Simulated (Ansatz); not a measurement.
# CH2BBrO: the cost of one run

Program: Ansatz 0.2.0. Level of theory: RKS B3LYP/def2-SVP. These are calculated values, not measurements.

## Step 1: The starting structure

Bond lengths: O1–C2 1.391 Å, C2–B3 1.390 Å, B3–Br4 1.821 Å, O1–H5 0.961 Å, C2–H6 1.089 Å. Angles: O1–C2–B3 134.4°, O1–C2–H6 108.7°, B3–C2–H6 117.0°, C2–O1–H5 110.0°, C2–B3–Br4 173.0°.

Structure file:

```xyz
6

O    -0.4858    1.3086   -0.7246
C     0.2691    0.4298    0.0446
B     0.1506   -0.9127    0.3847
Br    0.1862   -2.6456    0.9421
H    -1.2491    0.8535   -1.0902
H     1.1291    0.9664    0.4435
```

## Step 2: Relaxing end A

File input.yaml:

```yaml
crystal:
  periodic: [false, false, false]
  atoms:
    - { symbol: O, position_ang: [-0.48584, 1.30863, -0.72464] }
    - { symbol: C, position_ang: [0.26911, 0.42978, 0.04457] }
    - { symbol: B, position_ang: [0.15058, -0.91269, 0.38468] }
    - { symbol: Br, position_ang: [0.18622, -2.64565, 0.94209] }
    - { symbol: H, position_ang: [-1.24912, 0.85354, -1.09023] }
    - { symbol: H, position_ang: [1.12905, 0.9664, 0.44353] }
basis:
  gaussian: { orbitals: def2-SVP }
hamiltonian:
  xc: b3lyp
relax:
  f_tol: 0.015
  max_steps: 40
output:
  orbitals: {}
```

Run with:

```console
$ ansatz run input.yaml --threads 1 --pin off --max-ram 2048MiB --backend cpu --events-out ev --progress --plain --runs-dir out
```

Q: Estimate wall time and peak memory on 1 thread of Arm Neoverse N1, shared host.

About 40 s, with a peak of 0.17 GiB.
